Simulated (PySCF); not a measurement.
**C₄H₃F₃: a tour of settings**

Which settings matter for C₄H₃F₃ (`C#C[C@H](F)C(F)F`), and how do bad ones show?

Programs: PySCF 2.14.0, with density-fitted response routines of our own. Each step states its level of theory. These are calculated values for one molecule in the gas phase, unless marked as measured. Atoms are numbered from 0 throughout.

### Step 1. Starting geometry

10 atoms, charge 0, multiplicity 1; geometry from: GFN2-xTB.

Bonds of the start (Å): C0–C1 1.20, C1–C2 1.45, C2–F3 1.38, C2–C4 1.54, C4–F5 1.35, C4–F6 1.35, C0–H7 1.05, C2–H8 1.10, C4–H9 1.10.

### Step 2. NMR shieldings: PBE0/pcSseg-1

Job settings and geometry (Å):

```
{"job": {"kind": "nmr", "xc": "PBE0", "basis": "pcSseg-1", "pop": false, "grid": 3}, "charge": 0, "multiplicity": 1}
C      2.090494     0.957138    -0.136464
C      1.167776     0.196264    -0.131002
C      0.042751    -0.720637    -0.164405
F      0.113846    -1.538797    -1.270559
C     -1.281928     0.061011    -0.245846
F     -2.329884    -0.748772     0.012809
F     -1.307896     1.032477     0.692148
H      2.903774     1.619917    -0.116496
H      0.038632    -1.373114     0.720335
H     -1.428683     0.519167    -1.235889
```

Method: GIAO PBE0/pcSseg-1 NMR shielding, non-relativistic, gas phase.

Command:

```
OMP_NUM_THREADS=1 python probes_run.py task.json out
```

One launch serves the whole session: the jobs run in the order shown.

The program printed:

```text
coarse grid: 9464 points
cycle   1  E = -452.9803793904  dE =  1.028e+00  |g| = 8.376e-01  |ddm| = 2.963e+00
cycle   2  E = -452.8463257426  dE =  1.341e-01  |g| = 1.258e+00  |ddm| = 1.593e+00
cycle   3  E = -453.0958528576  dE = -2.495e-01  |g| = 1.356e-01  |ddm| = 9.842e-01
cycle   4  E = -453.0982228759  dE = -2.370e-03  |g| = 9.426e-02  |ddm| = 1.537e-01
cycle   5  E = -453.1003075583  dE = -2.085e-03  |g| = 1.698e-02  |ddm| = 6.396e-02
cycle   6  E = -453.1003711441  dE = -6.359e-05  |g| = 3.754e-03  |ddm| = 1.801e-02
cycle   7  E = -453.1003742528  dE = -3.109e-06  |g| = 1.156e-03  |ddm| = 3.740e-03
final grid: 128688 points
cycle   8  E = -453.1634775769  dE = -3.978e-05  |g| = 6.763e-03  |ddm| = 3.663e-02
cycle   9  E = -453.1634702341  dE =  7.343e-06  |g| = 9.902e-03  |ddm| = 1.294e-02
cycle  10  E = -453.1634862572  dE = -1.602e-05  |g| = 1.004e-03  |ddm| = 7.272e-03
cycle  11  E = -453.1634863960  dE = -1.388e-07  |g| = 5.935e-04  |ddm| = 1.057e-03
cycle  12  E = -453.1634864776  dE = -8.161e-08  |g| = 1.618e-04  |ddm| = 4.666e-04
cycle  13  E = -453.1634864835  dE = -5.894e-09  |g| = 1.896e-05  |ddm| = 1.269e-04
cycle  14  E = -453.1634864835  dE = -3.649e-11  |g| = 1.139e-05  |ddm| = 1.825e-05
converged SCF energy = -453.1634864835

GIAO shielding tensors (ppm)
atom      isotropic    diamagn.    paramagn.     s11        s22        s33       span
  0 C       98.143     256.035    -157.892     28.268     32.139    234.020    205.752
  1 C      106.715     266.290    -159.575      7.957     14.222    297.966    290.009
  2 C      101.526     238.772    -137.246     77.823     86.996    139.759     61.936
  3 F      391.698     469.815     -78.117    361.058    399.243    414.792     53.734
  4 C       65.706     238.944    -173.238     50.573     71.720     74.826     24.253
  5 F      310.998     469.716    -158.718    223.792    341.406    367.796    144.005
  6 F      312.216     472.744    -160.527    204.430    335.020    397.199    192.770
  7 H       29.417      33.283      -3.867     24.708     24.914     38.628     13.919
  8 H       26.322      26.459      -0.137     24.077     26.046     28.842      4.765
  9 H       25.642      26.902      -1.260     23.794     25.144     27.987      4.193
```

Wall time 16 s (1 thread of Arm Neoverse V1, shared host); peak memory 0.62 GiB.

The references, computed at this level on geometries of the same kind, shield at (ppm): 1H TMS 31.72, 13C TMS 186.9, 19F CFCl3 170.9. Their shielding less the atom's gives the shift. The references are single molecules in the gas phase, so shifts against H2O, NH3, PH3, H3PO4 or CFCl3 are not on the usual liquid scales and can be off by tens of ppm.

| atoms | environment | σ (ppm) | δ (ppm) | δ scaled to CDCl3 |
| --- | --- | --- | --- | --- |
| C4 | sp3 CH bonded to 2 F | 65.7 | 121.2 | 116.4 |
| C0 | terminal alkyne carbon | 98.1 | 88.8 | 84.7 |
| C2 | propargylic sp3 CH bonded to F | 101.5 | 85.4 | 81.4 |
| C1 | alkyne carbon | 106.7 | 80.2 | 76.4 |
| H9 | hydrogen on an sp3 CH bonded to 2 F | 25.64 | 6.08 | 5.83 |
| H8 | hydrogen on a propargylic sp3 CH bonded to F | 26.32 | 5.40 | 5.19 |
| H7 | hydrogen on a terminal alkyne carbon | 29.42 | 2.30 | 2.27 |
| F5 | fluorine of a CF2 group | 311.0 | -140.1 | – |
| F6 | fluorine of a CF2 group | 312.2 | -141.3 | – |
| F3 | fluorine on an sp3 carbon | 391.7 | -220.8 | – |

The scaled column applies a straight-line fit of computed shieldings to shifts measured in CDCl3; 19F shifts take a fit of their own (root-mean-square error 0.16 ppm for H, 1.9 ppm for C).

### Step 3. TDDFT and polarisability: M06-2X/def2-SVPD

Settings changed since step 2:

```diff
@@ -1,2 +1,2 @@
-{"job": {"kind": "nmr", "xc": "PBE0", "basis": "pcSseg-1", "pop": false, "grid": 3}, "charge": 0, "multiplicity": 1}
+{"job": {"kind": "uv", "xc": "M06-2X", "basis": "def2-SVPD", "nstates": 3, "ntriplets": 2, "tda": true, "scf": {"diis": false, "guess": "1e", "max_cycle": 87}}, "charge": 0, "multiplicity": 1}
 C      2.090494     0.957138    -0.136464
```

Method: TDA M06-2X/def2-SVPD, vertical, gas phase, core orbitals frozen in the response.

The program printed:

```text
final grid: 95760 points
cycle   1  E = -201.9280581862  dE =  1.909e+02  |g| = 1.926e+01  |ddm| = 6.101e+02
cycle   2  E = -284.5870831314  dE = -8.266e+01  |g| = 1.530e+01  |ddm| = 6.564e+02
cycle   3  E = -167.1455367694  dE =  1.174e+02  |g| = 1.832e+01  |ddm| = 1.692e+03
cycle   4  E = -269.4667448491  dE = -1.023e+02  |g| = 1.799e+01  |ddm| = 1.691e+03
cycle   5  E = -170.7335358824  dE =  9.873e+01  |g| = 1.869e+01  |ddm| = 1.344e+03
cycle   6  E = -264.5026498867  dE = -9.377e+01  |g| = 1.808e+01  |ddm| = 1.345e+03
cycle   7  E = -171.8347545508  dE =  9.267e+01  |g| = 1.878e+01  |ddm| = 1.222e+03
cycle   8  E = -263.8366201495  dE = -9.200e+01  |g| = 1.807e+01  |ddm| = 1.222e+03
cycle   9  E = -171.9494211001  dE =  9.189e+01  |g| = 1.879e+01  |ddm| = 1.206e+03
cycle  10  E = -263.7615399241  dE = -9.181e+01  |g| = 1.807e+01  |ddm| = 1.206e+03
[... 67 cycles left out ...]
cycle  78  E = -263.7523626097  dE = -9.179e+01  |g| = 1.807e+01  |ddm| = 1.204e+03
cycle  79  E = -171.9624994735  dE =  9.179e+01  |g| = 1.880e+01  |ddm| = 1.204e+03
cycle  80  E = -263.7523626097  dE = -9.179e+01  |g| = 1.807e+01  |ddm| = 1.204e+03
cycle  81  E = -171.9624994735  dE =  9.179e+01  |g| = 1.880e+01  |ddm| = 1.204e+03
cycle  82  E = -263.7523626096  dE = -9.179e+01  |g| = 1.807e+01  |ddm| = 1.204e+03
cycle  83  E = -171.9624994735  dE =  9.179e+01  |g| = 1.880e+01  |ddm| = 1.204e+03
cycle  84  E = -263.7523626096  dE = -9.179e+01  |g| = 1.807e+01  |ddm| = 1.204e+03
cycle  85  E = -171.9624994735  dE =  9.179e+01  |g| = 1.880e+01  |ddm| = 1.204e+03
cycle  86  E = -263.7523626097  dE = -9.179e+01  |g| = 1.807e+01  |ddm| = 1.204e+03
cycle  87  E = -171.9624994735  dE =  9.179e+01  |g| = 1.880e+01  |ddm| = 1.204e+03
SCF not converged, last energy = -171.9624994735
```

It took 1.8 min on 1 thread of Arm Neoverse V1, shared host; peak memory 0.63 GiB.

**What went wrong.** The SCF swings between two densities 91.79 Eh apart: plain iteration without DIIS overshoots. Cure: turn DIIS on. Numbers printed on the way are no properties of the molecule.

### Step 4. Ultraviolet spectrum: PBE0/def2-SVPD

Settings changed since step 3:

```diff
@@ -1,2 +1,2 @@
-{"job": {"kind": "uv", "xc": "M06-2X", "basis": "def2-SVPD", "nstates": 3, "ntriplets": 2, "tda": true, "scf": {"diis": false, "guess": "1e", "max_cycle": 87}}, "charge": 0, "multiplicity": 1}
+{"job": {"kind": "uv", "xc": "PBE0", "basis": "def2-SVPD", "nstates": 1, "ntriplets": 5, "tda": true}, "charge": 0, "multiplicity": 1}
 C      2.090494     0.957138    -0.136464
```

Method: TDA PBE0/def2-SVPD, vertical, gas phase, core orbitals frozen in the response.

The program printed:

```text
coarse grid: 9464 points
cycle   1  E = -452.7144784047  dE =  9.749e-01  |g| = 7.736e-01  |ddm| = 7.398e+00
cycle   2  E = -452.5924910937  dE =  1.220e-01  |g| = 1.159e+00  |ddm| = 2.530e+00
cycle   3  E = -452.8197995597  dE = -2.273e-01  |g| = 1.314e-01  |ddm| = 1.308e+00
cycle   4  E = -452.8222358314  dE = -2.436e-03  |g| = 8.588e-02  |ddm| = 2.590e-01
cycle   5  E = -452.8239837351  dE = -1.748e-03  |g| = 1.721e-02  |ddm| = 1.264e-01
cycle   6  E = -452.8240521619  dE = -6.843e-05  |g| = 3.775e-03  |ddm| = 3.677e-02
cycle   7  E = -452.8240554182  dE = -3.256e-06  |g| = 1.162e-03  |ddm| = 7.784e-03
final grid: 95760 points
cycle   8  E = -452.8879769909  dE = -2.910e-05  |g| = 7.247e-03  |ddm| = 1.250e-01
cycle   9  E = -452.8879672211  dE =  9.770e-06  |g| = 1.070e-02  |ddm| = 2.006e-02
cycle  10  E = -452.8879869495  dE = -1.973e-05  |g| = 1.015e-03  |ddm| = 9.916e-03
cycle  11  E = -452.8879871215  dE = -1.720e-07  |g| = 5.286e-04  |ddm| = 2.012e-03
cycle  12  E = -452.8879871881  dE = -6.661e-08  |g| = 1.342e-04  |ddm| = 7.271e-04
cycle  13  E = -452.8879871923  dE = -4.214e-09  |g| = 2.370e-05  |ddm| = 2.235e-04
cycle  14  E = -452.8879871924  dE = -6.685e-11  |g| = 1.258e-05  |ddm| = 3.499e-05
converged SCF energy = -452.8879871924

Static polarisability (au): isotropic 48.784, principal 39.541 42.435 64.376

Singlet excitations
state   eV       nm        f      main configurations
  1   6.2843    197.3   0.00098   H->L 0.94

Triplet excitations (Tamm-Dancoff, eV): 5.2269 5.6593 5.8287 6.6802 8.0316
```

It took 16 s on 1 thread of Arm Neoverse V1, shared host; peak memory 0.73 GiB.

The orbitals next to the gap, with their largest atomic shares:

| orbital | eV | atoms |
| --- | --- | --- |
| HOMO−3 | -11.27 | F3 60 %, C2 16 %, H8 9 % |
| HOMO−2 | -10.33 | F6 18 %, F5 17 %, C4 15 % |
| HOMO−1 | -8.98 | C1 43 %, C0 42 % |
| HOMO | -8.70 | C0 39 %, C1 36 %, C2 8 % |
| LUMO | -0.38 | C0 29 %, C1 25 %, C2 13 % |
| LUMO+1 | 0.26 | C0 32 %, C1 28 %, C2 12 % |
| LUMO+2 | 0.87 | C0 31 %, C1 16 %, C4 14 % |

Further results of this job:

| property | computed |
| --- | --- |
| dipole moment (D) | 1.75 |
| polarisability (Å³) | 7.23 |
| HOMO–LUMO gap (eV) | 8.31 |
| −ε(HOMO) (eV) | 8.70 |

### Step 5. Spin-spin couplings: CAM-B3LYP/6-311G**

Settings changed since step 4:

```diff
@@ -1,2 +1,2 @@
-{"job": {"kind": "uv", "xc": "PBE0", "basis": "def2-SVPD", "nstates": 1, "ntriplets": 5, "tda": true}, "charge": 0, "multiplicity": 1}
+{"job": {"kind": "j", "xc": "CAM-B3LYP", "basis": "6-311G**"}, "charge": 0, "multiplicity": 1}
 C      2.090494     0.957138    -0.136464
```

Method: CAM-B3LYP/6-311G** indirect spin-spin coupling, non-relativistic, gas phase.

The program printed:

```text
coarse grid: 9464 points
cycle   1  E = -453.4710704295  dE =  1.142e+00  |g| = 9.620e-01  |ddm| = 3.110e+00
cycle   2  E = -453.3825285899  dE =  8.854e-02  |g| = 1.283e+00  |ddm| = 2.048e+00
cycle   3  E = -453.6279468356  dE = -2.454e-01  |g| = 9.380e-02  |ddm| = 1.143e+00
cycle   4  E = -453.6288597058  dE = -9.129e-04  |g| = 6.773e-02  |ddm| = 9.945e-02
cycle   5  E = -453.6298575225  dE = -9.978e-04  |g| = 1.534e-02  |ddm| = 4.983e-02
cycle   6  E = -453.6299057804  dE = -4.826e-05  |g| = 3.359e-03  |ddm| = 1.307e-02
cycle   7  E = -453.6299084387  dE = -2.658e-06  |g| = 7.751e-04  |ddm| = 3.620e-03
final grid: 95760 points
cycle   8  E = -453.6455547765  dE = -2.401e-05  |g| = 5.247e-03  |ddm| = 1.713e-02
cycle   9  E = -453.6455529825  dE =  1.794e-06  |g| = 6.475e-03  |ddm| = 8.506e-03
cycle  10  E = -453.6455588097  dE = -5.827e-06  |g| = 3.101e-04  |ddm| = 5.150e-03
cycle  11  E = -453.6455588203  dE = -1.060e-08  |g| = 1.950e-04  |ddm| = 5.016e-04
cycle  12  E = -453.6455588273  dE = -7.007e-09  |g| = 8.094e-05  |ddm| = 1.453e-04
cycle  13  E = -453.6455588288  dE = -1.518e-09  |g| = 1.133e-05  |ddm| = 6.328e-05
cycle  14  E = -453.6455588289  dE = -2.910e-11  |g| = 5.079e-06  |ddm| = 1.519e-05
converged SCF energy = -453.6455588289

Indirect spin-spin couplings (Hz)
  i      j    bonds     total        FC       PSO       DSO        SD
  0 C    1 C    1    206.417   197.315     8.977     0.125         -
  0 C    2 C    2     14.010    14.080     0.031    -0.101         -
  0 C    3 F    3      5.941     7.135    -0.982    -0.289     0.077
  0 C    4 C    3      1.829     1.846     0.016    -0.033         -
  0 C    5 F    4      1.251     1.854    -0.289    -0.328     0.015
  0 C    6 F    4      0.258     1.463    -0.996    -0.067    -0.141
  0 C    7 H    1    245.502   246.658    -1.627     0.471         -
  0 C    8 H    3      3.084     2.656     0.825    -0.397         -
  1 C    2 C    1     87.412    88.777    -1.686     0.321         -
  1 C    3 F    2     17.980    20.062    -2.033     0.061    -0.110
  1 C    4 C    2      1.072     1.024    -0.053     0.101         -
  1 C    5 F    3     10.267    10.479     0.170    -0.282    -0.100
  1 C    6 F    3     -0.320    -0.814     0.134     0.210     0.150
  1 C    7 H    2     50.777    45.897     6.035    -1.154         -
  1 C    8 H    2     -6.723    -6.605    -0.149     0.031         -
  1 C    9 H    3      0.541     0.447    -0.010     0.104         -
  2 C    3 F    1   -206.586  -255.814    27.388     0.980    20.860
  2 C    4 C    1     53.610    54.189    -0.968     0.389         -
  2 C    5 F    2     27.326    26.036    -0.471     0.130     1.631
  2 C    6 F    2     22.473    27.295    -5.140     0.156     0.162
  2 C    7 H    3      3.178     3.282     0.300    -0.404         -
  2 C    8 H    1    149.714   148.786    -0.467     1.394         -
  2 C    9 H    2      2.215     2.209    -0.100     0.106         -
  3 F    4 C    2     27.496    30.383    -3.227     0.241     0.098
  3 F    5 F    3    -12.169    -1.684    -8.060    -0.136    -2.290
  3 F    6 F    3    -42.079   -34.491   -23.868    -1.446    17.727
  3 F    7 H    4     -5.881    -6.834     1.478    -1.184     0.659
  3 F    8 H    2     46.343    42.116     8.850    -0.701    -3.922
  3 F    9 H    3      5.590     5.313     0.401     0.402    -0.526
  4 C    5 F    1   -288.947  -287.852   -13.955     1.113    11.748
  4 C    6 F    1   -279.387  -281.251   -11.752     1.118    12.498
  4 C    7 H    4     -1.984    -1.933     0.162    -0.213         -
  4 C    8 H    2     -7.531    -7.659    -0.062     0.190         -
  4 C    9 H    1    177.058   176.317    -0.842     1.583         -
  5 F    6 F    2    251.921    42.297   124.049    -0.500    86.075
  5 F    7 H    5     -0.414     0.030     0.630    -1.131     0.057
  5 F    8 H    3      9.803    10.012    -0.158     0.430    -0.481
  5 F    9 H    2     51.883    55.323     0.853    -0.788    -3.504
  6 F    7 H    5     -1.639    -1.344     0.278    -0.601     0.027
  6 F    8 H    3     -1.573    -1.095     0.011    -0.219    -0.271
  6 F    9 H    2     47.884    51.226     1.002    -0.785    -3.560
  7 H    8 H    4     -3.191    -2.993     1.274    -1.471         -
  8 H    9 H    3      5.625     5.989     2.288    -2.652         -
```

It took 36 s on 1 thread of Arm Neoverse V1, shared host; peak memory 0.72 GiB.

The basis is not made for couplings: without tight functions at the nuclei these values are rough.

Beyond four bonds or across contacts, the largest of 1 Hz or more: F6–H7 -1.6 Hz.

Couplings of 1 Hz or more over one to four bonds, nine at most for each number (isotopes 13C, 19F, 1H):

| pair | bonds | J (Hz) | Fermi contact (Hz) | dihedral (°) |
| --- | --- | --- | --- | --- |
| C4–F5 | 1 | -288.9 | -287.9 | – |
| C4–F6 | 1 | -279.4 | -281.3 | – |
| C0–H7 | 1 | 245.5 | 246.7 | – |
| C2–F3 | 1 | -206.6 | -255.8 | – |
| C0–C1 | 1 | 206.4 | 197.3 | – |
| C4–H9 | 1 | 177.1 | 176.3 | – |
| C2–H8 | 1 | 149.7 | 148.8 | – |
| C1–C2 | 1 | 87.4 | 88.8 | – |
| C2–C4 | 1 | 53.6 | 54.2 | – |
| F5–F6 | 2 | 251.9 | 42.3 | – |
| F5–H9 | 2 | 51.9 | 55.3 | – |
| C1–H7 | 2 | 50.8 | 45.9 | – |
| F6–H9 | 2 | 47.9 | 51.2 | – |
| F3–H8 | 2 | 46.3 | 42.1 | – |
| F3–C4 | 2 | 27.5 | 30.4 | – |
| C2–F5 | 2 | 27.3 | 26.0 | – |
| C2–F6 | 2 | 22.5 | 27.3 | – |
| C1–F3 | 2 | 18.0 | 20.1 | – |
| F3–F6 | 3 | -42.1 | -34.5 | -170 |
| F3–F5 | 3 | -12.2 | -1.7 | 72 |
| C1–F5 | 3 | 10.3 | 10.5 | -167 |
| F5–H8 | 3 | 9.8 | 10.0 | -44 |
| C0–F3 | 3 | 5.9 | 7.1 | – |
| H8–H9 | 3 | 5.6 | 6.0 | -165 |
| F3–H9 | 3 | 5.6 | 5.3 | -49 |
| C2–H7 | 3 | 3.2 | 3.3 | – |
| C0–H8 | 3 | 3.1 | 2.7 | – |
| F3–H7 | 4 | -5.9 | -6.8 | – |
| H7–H8 | 4 | -3.2 | -3.0 | – |
| C4–H7 | 4 | -2.0 | -1.9 | – |
| C0–F5 | 4 | 1.3 | 1.9 | – |

The spin-dipole term was solved for some atoms only; pairs without it lack that part.

Shifts (PBE0/pcSseg-1, scaled to CDCl3) and these couplings together give the proton spectrum at 500 MHz below.

1H NMR δ 5.83 (m, 1H), 5.19 (m, 1H), 2.27 (ddd, J = 5.9, 3.2, 1.6 Hz, 1H).

### Step 6. Excited states and response: B97-D/def2-TZVP

Settings changed since step 5:

```diff
@@ -1,2 +1,2 @@
-{"job": {"kind": "j", "xc": "CAM-B3LYP", "basis": "6-311G**"}, "charge": 0, "multiplicity": 1}
+{"job": {"kind": "uv", "xc": "B97-D", "basis": "def2-TZVP", "nstates": 1, "ntriplets": 5, "tda": false}, "charge": 0, "multiplicity": 1}
 C      2.090494     0.957138    -0.136464
```

Method: TDDFT B97-D/def2-TZVP, vertical, gas phase, core orbitals frozen in the response.

The program printed:

```text
coarse grid: 9464 points
cycle   1  E = -453.4443780648  dE =  9.393e-01  |g| = 9.994e-01  |ddm| = 4.230e+00
cycle   2  E = -453.0086517999  dE =  4.357e-01  |g| = 1.950e+00  |ddm| = 5.485e+00
cycle   3  E = -453.5865675685  dE = -5.779e-01  |g| = 2.570e-01  |ddm| = 4.124e+00
cycle   4  E = -453.5946923715  dE = -8.125e-03  |g| = 1.864e-01  |ddm| = 3.606e-01
cycle   5  E = -453.6028996604  dE = -8.207e-03  |g| = 4.892e-02  |ddm| = 1.604e-01
cycle   6  E = -453.6034561422  dE = -5.565e-04  |g| = 1.121e-02  |ddm| = 5.264e-02
cycle   7  E = -453.6034796174  dE = -2.348e-05  |g| = 4.542e-03  |ddm| = 2.450e-02
cycle   8  E = -453.6034825713  dE = -2.954e-06  |g| = 9.259e-04  |ddm| = 1.026e-02
final grid: 95760 points
cycle   9  E = -453.5963915550  dE = -1.000e-04  |g| = 3.056e-02  |ddm| = 1.905e-01
cycle  10  E = -453.5960405027  dE =  3.511e-04  |g| = 5.706e-02  |ddm| = 1.252e-01
cycle  11  E = -453.5965127721  dE = -4.723e-04  |g| = 4.669e-03  |ddm| = 8.530e-02
cycle  12  E = -453.5965164599  dE = -3.688e-06  |g| = 2.356e-03  |ddm| = 4.281e-03
cycle  13  E = -453.5965177169  dE = -1.257e-06  |g| = 7.294e-04  |ddm| = 2.810e-03
cycle  14  E = -453.5965178221  dE = -1.052e-07  |g| = 1.345e-04  |ddm| = 9.785e-04
cycle  15  E = -453.5965178250  dE = -2.910e-09  |g| = 3.501e-05  |ddm| = 2.424e-04
cycle  16  E = -453.5965178253  dE = -2.597e-10  |g| = 5.998e-06  |ddm| = 7.194e-05
converged SCF energy = -453.5965178253

Static polarisability (au): isotropic 47.338, principal 37.252 39.598 65.166

Singlet excitations
state   eV       nm        f      main configurations
  1   6.0866    203.7   0.00212   H->L 0.99

Triplet excitations (Tamm-Dancoff, eV): 5.2170 5.6307 5.8588 6.6390 7.1222
```

Wall time 34 s (1 thread of Arm Neoverse V1, shared host); peak memory 0.7 GiB.

Key values: HOMO -7.24 eV, LUMO -1.20 eV; lowest singlet 6.09 eV.

### Step 7. Comparing the runs: electronic excitations

Excitations and ground-state properties, with basis size and wall time:

| run | lowest singlet (eV) | brightest (eV) | f | gap (eV) | α (Å³) | μ (D) | functions | time |
| --- | --- | --- | --- | --- | --- | --- | --- | --- |
| PBE0/def2-SVPD | 6.28 | 6.28 | 0.001 | 8.31 | 7.23 | 1.75 | 173 | 16 s |
| B97-D/def2-TZVP | 6.09 | 6.09 | 0.002 | 6.04 | 7.01 | 1.52 | 235 | 34 s |

### Step 8. Results

| quantity | value |
| --- | --- |
| 13C shifts against TMS (PBE0/pcSseg-1) | 121.2, 88.8, 85.4, 80.2 ppm |
| 1H shifts against TMS (PBE0/pcSseg-1) | 6.08, 5.40, 2.30 ppm |
| 19F shifts against CFCl3 (PBE0/pcSseg-1) | -140.1, -141.3, -220.8 ppm |
| lowest singlet (PBE0/def2-SVPD) | 6.28 eV (197 nm), f = 0.001 |
| lowest triplet | 5.23 eV |
| largest coupling of the table (CAM-B3LYP/6-311G**) | 1J(C,F) C4–F5, -288.9 Hz |
| range of the lowest singlet | 6.09 to 6.28 eV |
| property runs in this session | 5, of which 1 failed and 0 gave unsound results |

What this shows: Single values in the summary come from the first sound run of each kind (PBE0/pcSseg-1; PBE0/def2-SVPD; CAM-B3LYP/6-311G**), which need not be the best level. The most deshielded hydrogen is H9 (hydrogen on an sp3 CH bonded to 2 F), at 6.08 ppm: its carbon carries F, an electronegative neighbour. At PBE0/pcSseg-1: Shielding is most anisotropic at C1 (span 290 ppm, paramagnetic term -160 ppm). The first singlet state (HOMO→LUMO 0.94) lies at 6.28 eV and is dark. The lowest triplet lies 1.06 eV below the lowest singlet. In the run at CAM-B3LYP/6-311G**, the largest coupling of the table is C4–F5, -288.9 Hz, of which the Fermi-contact term gives -287.9 Hz. Couplings across rotatable bonds belong to this one conformer; where others are populated, the observed values are averages. Density functionals describe couplings to fluorine poorly, F–F couplings above all, so those rows are rough. The lowest singlet runs from 6.09 eV (B97-D/def2-TZVP) to 6.28 eV (PBE0/def2-SVPD), while the orbital gap spans 6.04 to 8.31 eV. Some runs use the Tamm-Dancoff approximation and others full TDDFT, which shifts states apart from functional and basis. The lowest state need not be the same one in every run. Couplings from bases without tight functions are rough.
